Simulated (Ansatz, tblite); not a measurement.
# The cluster B12+: which isomer is lowest

One table from this session's results is given with a row withheld; the runs are named, their logs left out.

Method: relaxed with r2SCAN-D4/def2-SVP, doublet; program: Ansatz 0.2.0, Gaussian basis.

2 further runs of the same task are left out: 2 set aside as unsound or not needed. Runs told in other sessions of the task aren't counted.

## The system as given

12 atoms, charge 1, spin multiplicity 2.

Atoms are counted from 1 here; the program's logs count them from 0.

Bond lengths: B1–B3 1.598 Å, B1–B4 1.709 Å, B1–B7 1.708 Å, B1–B8 1.598 Å, B2–B5 1.707 Å, B2–B6 1.708 Å, B2–B10 1.598 Å, B2–B11 1.598 Å, B3–B7 1.707 Å, B3–B9 1.599 Å, B3–B12 1.708 Å, B4–B7 1.598 Å, B4–B8 1.707 Å, B4–B10 1.598 Å, B5–B6 1.598 Å, B5–B9 1.598 Å, B5–B11 1.708 Å, B6–B8 1.599 Å and more. Angles: B3–B1–B4 109.9°, B3–B1–B7 62.1°, B3–B1–B8 119.9°, B4–B1–B7 55.8°, B4–B1–B8 62.1°, B7–B1–B8 110.0°, B5–B2–B6 55.8°, B5–B2–B10 110.0°, B5–B2–B11 62.1°, B6–B2–B10 62.1°, B6–B2–B11 110.0°, B10–B2–B11 119.9°, B1–B3–B7 62.1°, B1–B3–B9 120.0°, B1–B3–B12 110.1°, B7–B3–B9 110.0°, B7–B3–B12 55.8°, B9–B3–B12 62.0° and more.

The ion is computed in the gas phase, without counter-ions or solvent.

A search from random starts with GFN2-xTB found 15 distinct shapes; 2 go on here. The structure above is candidate A, which lies 0.00 eV above the lowest at that level; B lies 0.84 eV above the lowest at that level.

Set-up of the first run:

Input file in.yaml:

```yaml
crystal:
  periodic: [false, false, false]
  atoms:
    - {symbol: B, position_ang: [0.749990, -1.565380, 0.323940]}
    - {symbol: B, position_ang: [-1.344700, 1.141680, 0.064720]}
    - {symbol: B, position_ang: [1.692080, -0.419400, -0.270030]}
    - {symbol: B, position_ang: [-0.776290, -1.520260, -0.442670]}
    - {symbol: B, position_ang: [0.093200, 1.509380, 0.908700]}
    - {symbol: B, position_ang: [-0.850350, 0.364140, 1.502700]}
    - {symbol: B, position_ang: [0.502290, -1.086130, -1.296630]}
    - {symbol: B, position_ang: [-0.521340, -1.173140, 1.209370]}
    - {symbol: B, position_ang: [1.363610, 1.117590, 0.021750]}
    - {symbol: B, position_ang: [-1.699070, -0.407300, 0.238630]}
    - {symbol: B, position_ang: [-0.066530, 1.576040, -0.790350]}
    - {symbol: B, position_ang: [0.857110, 0.462770, -1.470140]}
basis:
  gaussian: {orbitals: def2-SVP}
total_charge: 1
magnetization: {spin_polarized: true, initial_magnetization: 1}
hamiltonian: {xc: r2scan, dispersion: d4}
scf: {lower_state_search: "off"}
output: {orbitals: {seedname: orbitals}}
relax: {f_tol: 0.03, max_steps: 70}
```

Run with:

```
> ansatz run in.yaml --threads 4 --pin off --events-out ev --progress --plain --max-ram 6963MiB
```

Steps of the session up to this table: Relaxing candidate A; Relaxing candidate B; Candidate B, PBE0-D4/def2-TZVP; Candidate B, PBE-D4/def2-TZVP; Candidate B, r2SCAN-D4/def2-TZVP.

One of the session's tables, all rows but one given; the rest of the session is left out.

It belongs to the step «B against A». 

```
              level  B above A (eV)
           GFN1-xTB          +0.202
           GFN2-xTB          +1.005
   PBE-D4/def2-TZVP          +0.254
r2SCAN-D4/def2-TZVP          +0.318
  PBE0-D4/def2-TZVP               ?
```

Estimate the missing values for PBE0-D4/def2-TZVP.

The run gave: B above A (eV): +0.091. In the column «B above A (eV)» it is the lowest.

To keep in mind: The search was small, so a lower isomer may exist. Only doublets are compared; another spin may lie lower and prefer another shape.
